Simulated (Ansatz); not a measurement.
# B2BrH4NO: the cost of one run

Computed with the Python package of Ansatz 0.2.0. Level of theory: PBE/cc-pVDZ.

### Step 1. Starting point

Bond lengths: B1–O2 1.463 Å, O2–B3 1.464 Å, B3–N4 1.522 Å, B3–Br5 2.005 Å, B1–H6 1.182 Å, B1–H7 1.182 Å, N4–H8 1.045 Å, N4–H9 1.044 Å. Angles: B1–O2–B3 105.6°, O2–B1–H6 120.1°, O2–B1–H7 120.1°, H6–B1–H7 119.7°, O2–B3–N4 120.0°, O2–B3–Br5 120.0°, N4–B3–Br5 119.9°, B3–N4–H8 107.0°, B3–N4–H9 107.1°, H8–N4–H9 107.2°.

No structure file is read: the coordinates are typed or built in the script.

### Step 2. The script

Input file b2brh4no_bde.py:

```python
# -*- coding: utf-8 -*-
"""Cost of removing each kind of hydrogen from B2BrH4NO, fragments frozen."""

import ansatz as az


def single_point(molecule, charge=0, unpaired=0):
    calc = molecule.calculation().basis(gaussian="cc-pVDZ").functional("pbe").accuracy("medium")
    if charge:
        calc = calc.charge(charge)
    if unpaired:
        calc = calc.spin("collinear", total=unpaired)
    report = calc.run().report
    if report["published_state_doubts"]:
        print("  doubts:", report["published_state_doubts"])
    return report["free_energy_ev"]

GEOMETRY = """
B     1.73950    0.27170    0.18950
O     0.55830    0.68370    0.94880
B    -0.59000    0.34900    0.10500
N    -1.28000   -0.99860    0.26020
Br   -1.34340    1.71880   -1.14980
H     2.28410    1.04130   -0.52380
H     2.19140   -0.81080    0.33700
H    -1.28540   -1.44900   -0.68220
H    -2.27440   -0.80610    0.51530
"""

def without(molecule, index):
    rest = az.Crystal.molecule()
    for i, site in enumerate(molecule.cartesian_sites):
        if i != index:
            rest = rest.atom(site.symbol, site.position_ang)
    return rest


def main():
    geometry = az.Crystal.molecule()
    for line in GEOMETRY.strip().splitlines():
        symbol, *xyz = line.split()
        geometry = geometry.atom(symbol, [float(v) for v in xyz])

    whole = single_point(geometry, 0)
    hydrogen = single_point(az.Crystal.molecule().atom("H", (0, 0, 0)), 0, 1)
    print(f"E(molecule) = {whole:.5f} eV, E(H) = {hydrogen:.5f} eV")
    for index in [6, 8]:
        radical = single_point(without(geometry, index), 0, 1)
        print(f"H{index}: homolysis {96.485332 * (radical + hydrogen - whole):.1f} kJ/mol")


if __name__ == "__main__":
    main()
```

### Step 3. The input behind the calls

The engine receives this input (first run):

```yaml
crystal:
  periodic: [false, false, false]
  atoms:
    - { symbol: B, position_ang: [1.7395, 0.2717, 0.1895] }
    - { symbol: O, position_ang: [0.5583, 0.6837, 0.9488] }
    - { symbol: B, position_ang: [-0.59, 0.349, 0.105] }
    - { symbol: "N", position_ang: [-1.28, -0.9986, 0.2602] }
    - { symbol: Br, position_ang: [-1.3434, 1.7188, -1.1498] }
    - { symbol: H, position_ang: [2.2841, 1.0413, -0.5238] }
    - { symbol: H, position_ang: [2.1914, -0.8108, 0.337] }
    - { symbol: H, position_ang: [-1.2854, -1.449, -0.6822] }
    - { symbol: H, position_ang: [-2.2744, -0.8061, 0.5153] }
accuracy: medium
basis:
  gaussian:
    orbitals: cc-pVDZ
hamiltonian:
  xc: pbe
```

### Step 4. Running it

Started as:

```sh
$ python b2brh4no_bde.py
```

Q: Estimate wall time and peak memory on 1 thread of Arm Neoverse V2, shared host.

About 18 s, with a peak of 0.22 GiB.
